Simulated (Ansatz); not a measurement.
**C2H9ClFNSi2: a ladder of functionals and wavefunction methods**

One table from this session's results is given with a row withheld; the runs are named, their logs left out.

Computed with Ansatz 0.2.0, Gaussian basis. Level: functionals in def2-TZVPP, the program's frozen cores in correlated methods.

Plan: LDA (SPW92), PBE-D4, revPBE-D4, BLYP-D4, r2SCAN-D4, B97M-V, PBE0-D4, B3LYP-D4, r2SCANh-D4, r2SCAN0-D4, HSE06-D4, BHLYP-D4, CAM-B3LYP-D4, LC-ωPBE, ωB97X-V, ωB97M-V, B2PLYP, PBE-QIDH; CCSD(T)/def2-SVP; MP2/def2-TZVPP; MP2/def2-QZVPP; RPA on PBE.

1 further run of the same task is left out (it didn't finish).

## The relaxed structure

All runs share one geometry, relaxed beforehand with PBE0-D4 in a triple-zeta def2 set.

SMILES `CN([SiH2]Cl)[SiH](C)F`, 16 atoms, charge 0, spin multiplicity 1.

Atoms are counted from 1 here; the program's logs count them from 0.

Bond lengths: C1–N2 1.467 Å, C1–H8 1.094 Å, C1–H9 1.094 Å, C1–H10 1.092 Å, N2–Si3 1.713 Å, N2–Si5 1.721 Å, Si3–Cl4 2.063 Å, Si3–H11 1.481 Å, Si3–H12 1.477 Å, Si5–C6 1.852 Å, Si5–F7 1.604 Å, Si5–H13 1.480 Å, C6–H14 1.093 Å, C6–H15 1.092 Å, C6–H16 1.092 Å. Angles: N2–C1–H8 111.9°, N2–C1–H9 110.5°, N2–C1–H10 110.8°, H8–C1–H9 108.0°, H8–C1–H10 108.3°, H9–C1–H10 107.2°, C1–N2–Si3 116.4°, C1–N2–Si5 118.9°, Si3–N2–Si5 123.9°, N2–Si3–Cl4 112.2°, N2–Si3–H11 109.2°, N2–Si3–H12 109.3°, Cl4–Si3–H11 105.3°, Cl4–Si3–H12 107.9°, H11–Si3–H12 112.9°, N2–Si5–C6 112.3°, N2–Si5–F7 110.4°, N2–Si5–H13 107.0° and more.

Set-up of the first run:

The input, in.yaml:

```yaml
crystal:
  periodic: [false, false, false]
  atoms:
    - {symbol: C, position_ang: [-0.531660, -1.141509, 1.027674]}
    - {symbol: N, position_ang: [0.406025, -0.309717, 0.266048]}
    - {symbol: Si, position_ang: [2.051020, -0.786646, 0.304440]}
    - {symbol: Cl, position_ang: [2.880985, -0.577028, 2.181670]}
    - {symbol: Si, position_ang: [-0.144085, 1.187969, -0.377980]}
    - {symbol: C, position_ang: [-1.708593, 1.001536, -1.351990]}
    - {symbol: F, position_ang: [-0.464332, 2.221657, 0.806587]}
    - {symbol: H, position_ang: [-0.593754, -0.830975, 2.074495]}
    - {symbol: H, position_ang: [-0.220845, -2.189978, 1.004325]}
    - {symbol: H, position_ang: [-1.533821, -1.091897, 0.595820]}
    - {symbol: H, position_ang: [2.147721, -2.231668, -0.006564]}
    - {symbol: H, position_ang: [2.825470, 0.055061, -0.629521]}
    - {symbol: H, position_ang: [0.970236, 1.754355, -1.169824]}
    - {symbol: H, position_ang: [-1.992286, 1.965020, -1.782528]}
    - {symbol: H, position_ang: [-2.539998, 0.662935, -0.729706]}
    - {symbol: H, position_ang: [-1.575083, 0.288385, -2.168747]}
basis:
  gaussian: {orbitals: def2-TZVPP}
hamiltonian: {xc: lda}
output: {orbitals: {seedname: orbitals}}
```

Steps of the session up to this table: LDA; PBE-D4 (GGA); revPBE-D4 (GGA); BLYP-D4 (GGA); r2SCAN-D4 (meta-GGA); B97M-V (meta-GGA); PBE0-D4 (hybrid); B3LYP-D4 (hybrid); r2SCANh-D4 (hybrid); r2SCAN0-D4 (hybrid); HSE06-D4 (hybrid); BHLYP-D4 (hybrid); CAM-B3LYP-D4 (range-separated); LC-ωPBE (range-separated); ωB97X-V (range-separated); ωB97M-V (range-separated); B2PLYP (double hybrid); PBE-QIDH (double hybrid).

One of the session's tables, all rows but one given; the rest of the session is left out.

It belongs to the step «Orbital energies across the functionals». 

```
  functional  HOMO (eV)  LUMO (eV)  gap (eV)
 LDA (SPW92)      -6.59      -0.54      6.05
      PBE-D4      -6.44      -0.25      6.19
   revPBE-D4      -6.38      -0.12      6.26
     BLYP-D4      -6.30      -0.12      6.18
   r2SCAN-D4          ?          ?         ?
      B97M-V      -6.85      -0.06      6.79
     PBE0-D4      -7.78       0.61      8.40
    B3LYP-D4      -7.54       0.39      7.93
  r2SCANh-D4      -7.22       0.42      7.64
  r2SCAN0-D4      -7.98       0.84      8.82
    HSE06-D4      -7.38       0.24      7.62
    BHLYP-D4      -9.04       1.44     10.47
CAM-B3LYP-D4      -9.16       1.57     10.73
     LC-ωPBE     -10.53       2.77     13.30
     ωB97X-V     -10.18       2.59     12.77
     ωB97M-V     -10.09       2.24     12.33
```

**Question.** Estimate the row for r2SCAN-D4.

Worked estimate for «HOMO (eV)». Against the share of exact exchange, r2SCANh-D4 (0.1, -7.22), r2SCAN0-D4 (0.25, -7.98) give a slope of -5.07 per unit share; at 0 the line stands at -6.71.

The run gave: HOMO (eV): -6.71; LUMO (eV): 0.13; gap (eV): 6.84. In «HOMO (eV)» the line misses by 0.00.
